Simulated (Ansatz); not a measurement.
**C₂H₂ClFSi: geometry and vibrations**

Aim: relax C₂H₂ClFSi from a cheap starting geometry, then compute its harmonic vibrations to see whether it is a minimum and to get the zero-point energy and entropy, and look at its orbitals and charge.

The runs use Ansatz 0.2.0, Gaussian basis; RKS PBE0-D4/def2-TZVP.

Levels to be run: relaxation at PBE-D4/def2-SVP; relaxation at PBE0-D4/def2-TZVP; harmonic vibrations at the same level; a single point in def2-TZVPP for the fields.

## 1. The system as given

SMILES `FC1=C(Cl)[SiH2]1`, 7 atoms, charge 0, spin multiplicity 1.

Atoms are counted from 1 here; the program's logs count them from 0.

Bond lengths: F1–C2 1.405 Å, C2–C3 1.354 Å, C2–Si5 1.776 Å, C3–Cl4 1.644 Å, C3–Si5 1.799 Å, Si5–H6 1.512 Å, Si5–H7 1.483 Å. Angles: F1–C2–C3 123.3°, F1–C2–Si5 133.3°, C3–C2–Si5 68.7°, C2–C3–Cl4 122.9°, C2–C3–Si5 66.8°, Cl4–C3–Si5 138.0°, C2–Si5–C3 44.5°, C2–Si5–H6 118.3°, C2–Si5–H7 119.8°, C3–Si5–H6 112.1°, C3–Si5–H7 114.6°, H6–Si5–H7 121.2°.

The start is a force-field geometry with small random shifts, so a cheaper pass at PBE-D4/def2-SVP comes first.

## 2. Optimising with PBE-D4/def2-SVP (cheap first pass)

The input, in.yaml:

```yaml
crystal:
  periodic: [false, false, false]
  atoms:
    - {symbol: F, position_ang: [1.190200, -1.444200, 1.088000]}
    - {symbol: C, position_ang: [0.232400, -0.432400, 0.902900]}
    - {symbol: C, position_ang: [-0.793700, -0.531600, 0.024900]}
    - {symbol: Cl, position_ang: [-1.096100, -1.894500, -0.843700]}
    - {symbol: Si, position_ang: [0.151100, 0.988600, -0.159800]}
    - {symbol: H, position_ang: [-0.618100, 2.198300, 0.319700]}
    - {symbol: H, position_ang: [0.995500, 1.047700, -1.377700]}
basis:
  gaussian: {orbitals: def2-SVP}
hamiltonian: {xc: pbe, dispersion: d4}
relax: {f_tol: 0.03, max_steps: 200}
```

Launch:

```console
> ansatz run in.yaml --threads 2 --pin off --events-out ev --progress --plain --max-ram 4352MiB
```

Output:

```text
Functional definition: PBE
  name "PBE"
  cite "Perdew, Burke & Ernzerhof, Phys. Rev. Lett. 77, 3865 (1996) doi:10.1103/PhysRevLett.77.3865"
  parent pbe
  parameter kappa = 0.804
  parameter beta = 0.06672455060314922
  exchange = pbe_x(kappa = kappa, mu = beta*pi^2/3)
  correlation = pbe_c(beta = beta)
971 factors; their error is unknown
mean field evaluation 1: about -25188.8057 eV, gradient 5.2e1 eV
mean field evaluation 2: about -25169.6944 eV, gradient 9.4e1 eV
mean field evaluation 4: about -25195.6274 eV, gradient 9.3e0 eV
mean field evaluation 8: about -25195.8042 eV, gradient 7.8e-2 eV
mean field evaluation 16: about -25195.7279 eV, gradient 9.6e-5 eV
mean field -25195.72793413 eV, -925.9259233014 hartree, gradient 1.3e-5 eV, S^2 0.000000; 0 other end points of the search recorded, 0 dependent functions left out
the calculation of the forces begins
reference -25195.72796127 eV, -925.9259242990 hartree; 27, 27 occupied and 61, 61 virtual orbitals, 971 factors
relax step   1: F+E_penalty+E_count = -25195.91217740 eV  Δ(F+E_penalty+E_count) = +0.000e0 eV  max|allowed force component| = 2.491e0 eV/Å  Δτ_max = 0.0000 Å  (28 SCF iters, accepted)
these checks for a lower state are left out or cut short: starts, cluster_reference, orbital_swaps, neighbouring_geometries, increment
971 factors; their error is unknown
mean field -25196.26087501 eV, -925.9455085176 hartree, gradient 1.2e-5 eV, S^2 0.000000; 0 other end points of the search recorded, 0 dependent functions left out
the calculation of the forces begins
reference -25196.26090231 eV, -925.9455095210 hartree; 27, 27 occupied and 61, 61 virtual orbitals, 971 factors
relax step   2: F+E_penalty+E_count = -25196.44045629 eV  Δ(F+E_penalty+E_count) = -5.283e-1 eV  max|allowed force component| = 1.691e0 eV/Å  Δτ_max = 0.1478 Å  (37 SCF iters, accepted)
these checks for a lower state are left out or cut short: starts, cluster_reference, orbital_swaps, neighbouring_geometries, increment
971 factors; their error is unknown
mean field evaluation 32: about -25196.6389 eV, gradient 9.3e-4 eV
mean field -25196.63891866 eV, -925.9594013654 hartree, gradient 1.0e-5 eV, S^2 0.000000; 0 other end points of the search recorded, 0 dependent functions left out
the calculation of the forces begins
reference -25196.63894658 eV, -925.9594023914 hartree; 27, 27 occupied and 61, 61 virtual orbitals, 971 factors
relax step   3: F+E_penalty+E_count = -25196.81265141 eV  Δ(F+E_penalty+E_count) = -3.722e-1 eV  max|allowed force component| = 5.767e-1 eV/Å  Δτ_max = 0.1962 Å  (35 SCF iters, accepted)
these checks for a lower state are left out or cut short: starts, cluster_reference, orbital_swaps, neighbouring_geometries, increment
971 factors; their error is unknown
mean field -25196.77334542 eV, -925.9643414579 hartree, gradient 1.0e-5 eV, S^2 0.000000; 0 other end points of the search recorded, 0 dependent functions left out
the calculation of the forces begins
reference -25196.77337353 eV, -925.9643424907 hartree; 27, 27 occupied and 61, 61 virtual orbitals, 971 factors
relax step   4: F+E_penalty+E_count = -25196.94524806 eV  Δ(F+E_penalty+E_count) = -1.326e-1 eV  max|allowed force component| = 8.281e-1 eV/Å  Δτ_max = 0.1511 Å  (35 SCF iters, accepted)
these checks for a lower state are left out or cut short: starts, cluster_reference, orbital_swaps, neighbouring_geometries, increment
971 factors; their error is unknown
mean field -25196.84674540 eV, -925.9670388573 hartree, gradient 9.7e-6 eV, S^2 0.000000; 0 other end points of the search recorded, 0 dependent functions left out
the calculation of the forces begins
reference -25196.84677342 eV, -925.9670398869 hartree; 27, 27 occupied and 61, 61 virtual orbitals, 971 factors
relax step   5: F+E_penalty+E_count = -25197.01944704 eV  Δ(F+E_penalty+E_count) = -7.420e-2 eV  max|allowed force component| = 2.488e-1 eV/Å  Δτ_max = 0.1278 Å  (36 SCF iters, accepted)
these checks for a lower state are left out or cut short: starts, cluster_reference, orbital_swaps, neighbouring_geometries, increment
971 factors; their error is unknown
mean field -25196.84878912 eV, -925.9671139625 hartree, gradient 9.5e-6 eV, S^2 0.000000; 0 other end points of the search recorded, 0 dependent functions left out
the calculation of the forces begins
reference -25196.84881713 eV, -925.9671149918 hartree; 27, 27 occupied and 61, 61 virtual orbitals, 971 factors
relax step   6: F+E_penalty+E_count = -25197.02151718 eV  Δ(F+E_penalty+E_count) = -2.070e-3 eV  max|allowed force component| = 2.051e-1 eV/Å  Δτ_max = 0.0259 Å  (30 SCF iters, accepted)
these checks for a lower state are left out or cut short: starts, cluster_reference, orbital_swaps, neighbouring_geometries, increment
971 factors; their error is unknown
mean field evaluation 64: about -25196.8508 eV, gradient 9.5e-6 eV
mean field -25196.85076602 eV, -925.9671866125 hartree, gradient 9.5e-6 eV, S^2 0.000000; 0 other end points of the search recorded, 0 dependent functions left out
the calculation of the forces begins
reference -25196.85079406 eV, -925.9671876429 hartree; 27, 27 occupied and 61, 61 virtual orbitals, 971 factors
relax step   7: F+E_penalty+E_count = -25197.02346181 eV  Δ(F+E_penalty+E_count) = -1.945e-3 eV  max|allowed force component| = 1.491e-2 eV/Å  Δτ_max = 0.0086 Å  (31 SCF iters, accepted)
971 factors; their error is unknown
mean field -25196.85076602 eV, -925.9671866125 hartree, gradient 1.1e-5 eV, S^2 0.000000; 1 other end points of the search recorded, 0 dependent functions left out
the calculation of the forces begins
reference -25196.85079406 eV, -925.9671876429 hartree; 27, 27 occupied and 61, 61 virtual orbitals, 971 factors
Total energy: -25197.02348985 eV, -925.9735340961 hartree
Atom 0 at     1.136893    -1.313402     1.542191 Å, force    -0.005774     0.007367    -0.007723 eV/Å
Atom 1 at     0.479825    -0.582748     0.651353 Å, force     0.005332    -0.014907     0.009434 eV/Å
Atom 2 at    -0.524545    -0.753385    -0.227059 Å, force     0.002519     0.005900     0.000509 eV/Å
Atom 3 at    -1.587241    -1.988533    -0.760416 Å, force     0.003135     0.003022     0.002111 eV/Å
Atom 4 at     0.138587     0.981954    -0.257493 Å, force    -0.008686    -0.011231    -0.004576 eV/Å
Atom 5 at    -0.609049     2.122141     0.374893 Å, force     0.005957     0.003099    -0.004730 eV/Å
Atom 6 at     1.026830     1.465874    -1.369169 Å, force    -0.002484     0.006750     0.004975 eV/Å
Dipole moment:     0.025370     0.268424    -0.077145 e Å
```

It took 12 s on 2 threads of Arm Neoverse V1, shared host.

Step by step:

```
step  energy from step 1 (eV)  largest force component (eV/Å)
   1                   0.0000                          2.4913
   2                  -0.5283                          1.6907
   3                  -0.9005                          0.5767
   4                  -1.0331                          0.8281
   5                  -1.1073                          0.2488
   6                  -1.1093                          0.2051
   7                  -1.1113                          0.0149
```

Close pairs (by a distance rule), those that changed most:

```csv
bond,before (Å),after (Å),change (Å)
F1–C2,1.405,1.326,-0.079
C3–Cl4,1.644,1.714,+0.070
C2–Si5,1.776,1.841,+0.065
C3–Si5,1.799,1.858,+0.059
Si5–H7,1.483,1.503,+0.020
C2–C3,1.354,1.345,-0.009
Si5–H6,1.512,1.503,-0.009
```

## 3. Relaxation at PBE0-D4/def2-TZVP

The input, in.yaml:

```yaml
crystal:
  periodic: [false, false, false]
  atoms:
    - {symbol: F, position_ang: [1.136893, -1.313402, 1.542191]}
    - {symbol: C, position_ang: [0.479825, -0.582748, 0.651353]}
    - {symbol: C, position_ang: [-0.524545, -0.753385, -0.227059]}
    - {symbol: Cl, position_ang: [-1.587241, -1.988533, -0.760416]}
    - {symbol: Si, position_ang: [0.138587, 0.981954, -0.257493]}
    - {symbol: H, position_ang: [-0.609049, 2.122141, 0.374893]}
    - {symbol: H, position_ang: [1.026830, 1.465874, -1.369169]}
basis:
  gaussian: {orbitals: def2-TZVP}
hamiltonian: {xc: pbe0, dispersion: d4}
relax: {f_tol: 0.005, max_steps: 150}
```

Launched as before.

Output, shortened:

```text
Functional definition: PBE0
  name "PBE0"
  cite "Adamo & Barone, J. Chem. Phys. 110, 6158 (1999) doi:10.1063/1.478522"
  cite "Perdew, Burke & Ernzerhof, Phys. Rev. Lett. 77, 3865 (1996) doi:10.1103/PhysRevLett.77.3865"
  parent pbe
[...]
1140 factors; their error is unknown
[...]
mean field -25211.34802314 eV, -926.4999509848 hartree, gradient 1.5e-5 eV, S^2 0.000000; 0 other end points of the search recorded, 0 dependent functions left out
[...]
reference -25211.34805256 eV, -926.4999520660 hartree; 27, 27 occupied and 152, 152 virtual orbitals, 1140 factors
relax step   1: F+E_penalty+E_count = -25211.49417008 eV  Δ(F+E_penalty+E_count) = +0.000e0 eV  max|allowed force component| = 6.729e-1 eV/Å  Δτ_max = 0.0000 Å  (31 SCF iters, accepted)
[...]
reference -25211.39498575 eV, -926.5016768292 hartree; 27, 27 occupied and 152, 152 virtual orbitals, 1140 factors
Total energy: -25211.54258104 eV, -926.5071008559 hartree
Atom 0 at     1.107812    -1.313206     1.514957 Å, force    -0.000213    -0.000126    -0.000159 eV/Å
Atom 1 at     0.472862    -0.566544     0.638356 Å, force     0.000198    -0.000681     0.000449 eV/Å
Atom 2 at    -0.516789    -0.735041    -0.226891 Å, force     0.001473     0.002935     0.000287 eV/Å
Atom 3 at    -1.554832    -1.973910    -0.734989 Å, force    -0.001031    -0.001634    -0.000360 eV/Å
Atom 4 at     0.136638     0.969751    -0.254899 Å, force    -0.000074     0.000481    -0.000251 eV/Å
Atom 5 at    -0.597892     2.098344     0.367536 Å, force    -0.000219    -0.000469     0.000063 eV/Å
Atom 6 at     1.013501     1.452506    -1.349769 Å, force    -0.000134    -0.000507    -0.000029 eV/Å
Dipole moment:     0.026464     0.339989    -0.103032 e Å
```

Wall time 32 s (2 threads of Arm Neoverse V1, shared host).

Step by step:

```csv
step,energy from step 1 (eV),largest force component (eV/Å)
1,0.0000,0.6729
2,-0.0392,0.4538
3,-0.0480,0.0794
4,-0.0483,0.0348
5,-0.0484,0.0096
6,-0.0484,0.0029
```

Distances of close pairs at the start and the end, largest changes first:

```
  bond  before (Å)  after (Å)  change (Å)
C2–Si5       1.841      1.809      -0.033
C3–Si5       1.858      1.826      -0.032
C3–Cl4       1.714      1.694      -0.020
 C2–C3       1.345      1.325      -0.020
Si5–H7       1.503      1.483      -0.020
Si5–H6       1.503      1.483      -0.019
 F1–C2       1.326      1.315      -0.011
```

Mulliken charges at the end point, from the run's report:

```csv
atom,value (e)
F1,-0.16
C2,0.12
C3,-0.08
Cl4,-0.05
Si5,0.17
H6,0.00
H7,0.00
```

## 4. Vibrations by finite differences

The input, in.yaml:

```yaml
crystal:
  periodic: [false, false, false]
  atoms:
    - {symbol: F, position_ang: [1.107812, -1.313206, 1.514957]}
    - {symbol: C, position_ang: [0.472862, -0.566544, 0.638356]}
    - {symbol: C, position_ang: [-0.516789, -0.735041, -0.226891]}
    - {symbol: Cl, position_ang: [-1.554832, -1.973910, -0.734989]}
    - {symbol: Si, position_ang: [0.136638, 0.969751, -0.254899]}
    - {symbol: H, position_ang: [-0.597892, 2.098344, 0.367536]}
    - {symbol: H, position_ang: [1.013501, 1.452506, -1.349769]}
basis:
  gaussian: {orbitals: def2-TZVP}
hamiltonian: {xc: pbe0, dispersion: d4}
phonons: {temperatures: {t_min: 298.15, t_max: 900, t_step: 200}}
```

Same command.

Output, shortened:

```text
Functional definition: PBE0
  name "PBE0"
  cite "Adamo & Barone, J. Chem. Phys. 110, 6158 (1999) doi:10.1063/1.478522"
  cite "Perdew, Burke & Ernzerhof, Phys. Rev. Lett. 77, 3865 (1996) doi:10.1103/PhysRevLett.77.3865"
  parent pbe
[...]
1140 factors; their error is unknown
[...]
mean field -25211.39495710 eV, -926.5016757763 hartree, gradient 1.4e-5 eV, S^2 0.000000; 0 other end points of the search recorded, 0 dependent functions left out
[...]
reference -25211.39498620 eV, -926.5016768457 hartree; 27, 27 occupied and 152, 152 virtual orbitals, 1140 factors
[...]
1140 factors; their error is unknown
mean field -25211.39493160 eV, -926.5016748391 hartree, gradient 1.2e-6 eV, S^2 0.000000; 0 other end points of the search recorded, 0 dependent functions left out
[...]
reference -25211.39496070 eV, -926.5016759085 hartree; 27, 27 occupied and 152, 152 virtual orbitals, 1140 factors
[...]
Total energy: -25211.54258148 eV, -926.5071008721 hartree
Atom 0 at     1.107812    -1.313206     1.514957 Å, force    -0.000248    -0.000124    -0.000191 eV/Å
Atom 1 at     0.472862    -0.566544     0.638356 Å, force     0.000321    -0.000700     0.000570 eV/Å
Atom 2 at    -0.516789    -0.735041    -0.226891 Å, force     0.001370     0.002917     0.000200 eV/Å
Atom 3 at    -1.554832    -1.973910    -0.734989 Å, force    -0.001012    -0.001631    -0.000344 eV/Å
Atom 4 at     0.136638     0.969751    -0.254899 Å, force    -0.000070     0.000515    -0.000258 eV/Å
Atom 5 at    -0.597892     2.098344     0.367536 Å, force    -0.000221    -0.000471     0.000056 eV/Å
Atom 6 at     1.013501     1.452506    -1.349769 Å, force    -0.000140    -0.000506    -0.000032 eV/Å
Dipole moment:     0.026465     0.339990    -0.103031 e Å
Vibrations: 179.18 218.31 318.03 471.39 550.18 592.33 657.67 693.53 769.69 936.07 989.67 1208.82 1749.02 2230.53 2239.01 cm⁻¹, zero-point energy 0.855704 eV
```

Wall time 2.3 min (2 threads of Arm Neoverse V1, shared host).

Motions are named by where the mode's potential energy lies. Wavenumbers, unscaled:

```
mode  cm⁻¹                       motion
   1   179                         bend
   2   218            out-of-plane bend
   3   318                         bend
   4   471  bend with out-of-plane bend
   5   550        C–Cl and Si–C stretch
   6   592  out-of-plane bend with bend
   7   658                         bend
   8   694                         bend
   9   770                         bend
  10   936       Si–C stretch with bend
  11   990                         bend
  12  1209        C–F stretch with bend
  13  1749    mixed, led by C–C stretch
  14  2231                 Si–H stretch
  15  2239                 Si–H stretch
```

Ideal gas, rigid rotor and harmonic oscillator at 298.15 K and 1 bar, with symmetry number 1:

```
                term            value
   zero-point energy      82.6 kJ/mol
          H(298) − E      99.2 kJ/mol
entropy, translation  167.3 J/(mol K)
   entropy, rotation  115.0 J/(mol K)
  entropy, vibration   35.7 J/(mol K)
      entropy, total  318.0 J/(mol K)
```

## 5. A single point for the fields

in.yaml: that of step 4 with these lines changed.

```diff
@@ -11,4 +11,4 @@
 basis:
-  gaussian: {orbitals: def2-TZVP}
+  gaussian: {orbitals: def2-TZVPP}
 hamiltonian: {xc: pbe0, dispersion: d4}
-phonons: {temperatures: {t_min: 298.15, t_max: 900, t_step: 200}}
+output: {orbitals: {seedname: orbitals}}
```

The command is unchanged.

Output:

```text
Functional definition: PBE0
  name "PBE0"
  cite "Adamo & Barone, J. Chem. Phys. 110, 6158 (1999) doi:10.1063/1.478522"
  cite "Perdew, Burke & Ernzerhof, Phys. Rev. Lett. 77, 3865 (1996) doi:10.1103/PhysRevLett.77.3865"
  parent pbe
  parameter a = 0.25
  parameter kappa = 0.804
  parameter beta = 0.06672455060314922
  exchange = (1 - a)*pbe_x(kappa = kappa, mu = beta*pi^2/3) + a*exact_x
  correlation = pbe_c(beta = beta)
1250 factors; their error is unknown
mean field evaluation 1: about -25206.6105 eV, gradient 4.6e1 eV
mean field evaluation 2: about -25201.5186 eV, gradient 6.2e1 eV
mean field evaluation 4: about -25211.3240 eV, gradient 3.4e0 eV
mean field evaluation 8: about -25211.3411 eV, gradient 1.3e-1 eV
mean field evaluation 16: about -25211.4068 eV, gradient 1.2e-4 eV
mean field -25211.40678432 eV, -926.5021104186 hartree, gradient 2.6e-5 eV, S^2 0.000000; 0 other end points of the search recorded, 0 dependent functions left out
reference -25211.40681316 eV, -926.5021114783 hartree; 27, 27 occupied and 178, 178 virtual orbitals, 1250 factors
Total energy: -25211.55440844 eV, -926.5075355047 hartree
```

Run time: 3.8 s. Hardware: 2 threads of Arm Neoverse V1, shared host.

The fields below are evaluated on a grid from the run's orbitals.

Frontier orbitals at PBE0-D4/def2-TZVPP, with the share of their density that lies nearest to each atom:

| orbital | energy (eV) | lies on |
| --- | --- | --- |
| HOMO-1 | -8.35 | Cl4 49 %; C3 24 %; Si5 13 % |
| HOMO | -7.75 | Cl4 27 %; C2, C3 about 24 % each; F1 8 % |
| LUMO | -0.80 | Si5 31 %; H6, H7 about 21 % each; C3 11 % |

ELF in a plane through or near 5 of the atoms.

Ten even steps from ' ' (0.00) to '@' (0.94):
```
                                                        
                                                        
                                                        
                              ::====--..                
                            ..++%%%%##**--..            
                    ::::..  ..**@@%%%%%%##::            
                  ..++####++--++##++##@@%%--..          
                ..::**@@@@@@##==**%%####++::            
              ::::::..::**@@++@@::++::                  
            ..--::..##**::++++##@@@@==..                
            ..==--..%%##==++**====++==::::====--..      
            ..----......--@@%%::**--##**##%%%%**==..    
              ....::--**%%@@@@**##%%++::::%%@@%%++::    
                  ..::==****==::==##..%%##**@@##==::    
                      ....    ..==%%%%==--####==::      
                              ..++%%@@@@@@##==..        
                              ..==**%%%%##==::          
                                ....::::::              
                                                        
                                                        
```
The map spans 9.3 Å across and 8.9 Å up, centred on the molecule. Atoms in the plane (x, y in Å): F1 (1.3, 1.8), C2 (0.6, 0.8), C3 (0.8, -0.5), Cl4 (2.0, -1.6), Si5 (-1.0, -0.1).

log10 of the density (e/Å³) in the same plane.

Values, 10 rows by 14 columns:
```
-4.0 -4.0 -4.0 -4.0 -4.0 -4.0 -4.0 -4.0 -4.0 -4.0 -4.0 -4.0 -4.0 -4.0
-4.0 -4.0 -4.0 -4.0 -4.0 -4.0 -3.8 -3.0 -2.4 -2.4 -2.9 -3.9 -4.0 -4.0
-4.0 -4.0 -4.0 -3.7 -3.1 -2.7 -2.3 -1.5 -0.3 -0.1 -0.9 -2.4 -3.9 -4.0
-4.0 -4.0 -3.5 -2.7 -2.0 -1.5 -1.1 -0.5  0.6  1.2 -0.3 -2.0 -3.6 -4.0
-4.0 -3.4 -2.6 -1.6 -0.9 -0.4 -0.2  0.3  0.5 -0.6 -1.5 -2.4 -3.3 -4.0
-4.0 -3.2 -2.3 -1.2 -0.5  1.6  0.7  0.1  0.8 -0.4 -0.9 -1.4 -2.2 -3.2
-4.0 -3.5 -2.8 -1.9 -1.2 -0.9 -0.7 -0.3  0.0  0.3  0.7 -0.2 -1.4 -2.6
-4.0 -4.0 -3.6 -3.0 -2.4 -2.1 -1.9 -1.6 -0.7  0.2  0.4 -0.4 -1.6 -2.8
-4.0 -4.0 -4.0 -4.0 -3.6 -3.3 -3.2 -2.5 -1.6 -1.0 -0.9 -1.5 -2.4 -3.5
-4.0 -4.0 -4.0 -4.0 -4.0 -4.0 -4.0 -3.9 -3.1 -2.7 -2.7 -3.1 -3.8 -4.0
```
The map spans 9.3 Å across and 8.9 Å up, centred on the molecule. Atoms in the plane (x, y in Å): F1 (1.3, 1.8), C2 (0.6, 0.8), C3 (0.8, -0.5), Cl4 (2.0, -1.6), Si5 (-1.0, -0.1).

On the surface of density 0.002 e/bohr³ the electrostatic potential runs, from the 1st to the 99th percentile, from -0.48 V near F1 to 1.68 V near Si5.

## 6. Outcome

```
                  quantity            value
               point group               Cs
                     steps            7 + 6
shift from the start (rms)          0.368 Å
              total energy   -25211.5426 eV
           dispersion term         -148 meV
             dipole moment           1.71 D
lowest, highest wavenumber   179, 2239 cm⁻¹
         zero-point energy      82.6 kJ/mol
       entropy at 298.15 K  318.0 J/(mol K)
                HOMO, LUMO  -7.75, -0.80 eV
```

What this shows: The atoms moved 0.37 Å (rms) from the start; the bond that changed most is F1–C2, from 1.405 to 1.315 Å. No mode is imaginary: a true minimum at this level. The stiffest mode, 2239 cm⁻¹, is an Si–H stretch. Harmonic hybrid wavenumbers usually lie a few per cent above measured fundamentals. The largest Mulliken charge, +0.17 e, sits on Si5. The HOMO lies mostly on Cl4 27 %; C2, C3 about 24 % each and the LUMO on Si5 31 %; H6, H7 about 21 % each.
